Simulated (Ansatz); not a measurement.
# GaP: the cost of one run

The runs use Ansatz 0.2.0, Gaussian basis; the settings change from run to run.

35 further runs of the same task are left out: 8 for a known fault of the program, 1 for a mislabelled method, 16 that didn't finish, 10 set aside as unsound or not needed.

## Step 1: The system

The geometry is a PBE0/def2-TZVPD stationary point (not a proven minimum) of the parent state, kept for this charge and spin. No spin-orbit coupling is included. The filled d shell of Ga may be among the frozen orbitals whatever the setting's name suggests; the logs give the count.

2 atoms, charge 0, spin multiplicity 5.

Atoms are counted from 1 here; the program's logs count them from 0.

Bond lengths: P1–Ga2 2.354 Å.

Geometry (Å):

```xyz
2
GaP
P     0.0000    0.0000    0.0000
Ga    0.0000    0.0000    2.3541
```

## Step 2: BCCD on UHF/aug-cc-pVDZ

Contents of in.yaml:

```yaml
crystal:
  periodic: [false, false, false]
  atoms:
    - {symbol: P, position_ang: [0.000000, 0.000000, 0.000000]}
    - {symbol: Ga, position_ang: [0.000000, 0.000000, 2.354100]}
basis:
  gaussian: {orbitals: aug-cc-pVDZ}
magnetization: {spin_polarized: true, initial_magnetization: 4}
correlation: {method: bccd, electrons: outside_noble_gas}
accuracy: high
output: {forces: true}
```

Started as:

```bash
> ansatz run in.yaml --threads 1 --pin off --events-out ev --progress --plain --max-ram 2393MiB
```

**Question.** How long does this run take on 1 thread of Intel Xeon at 2.50GHz, shared host, and how much memory does it need?

About 76 s, with a peak of 0.39 GiB.
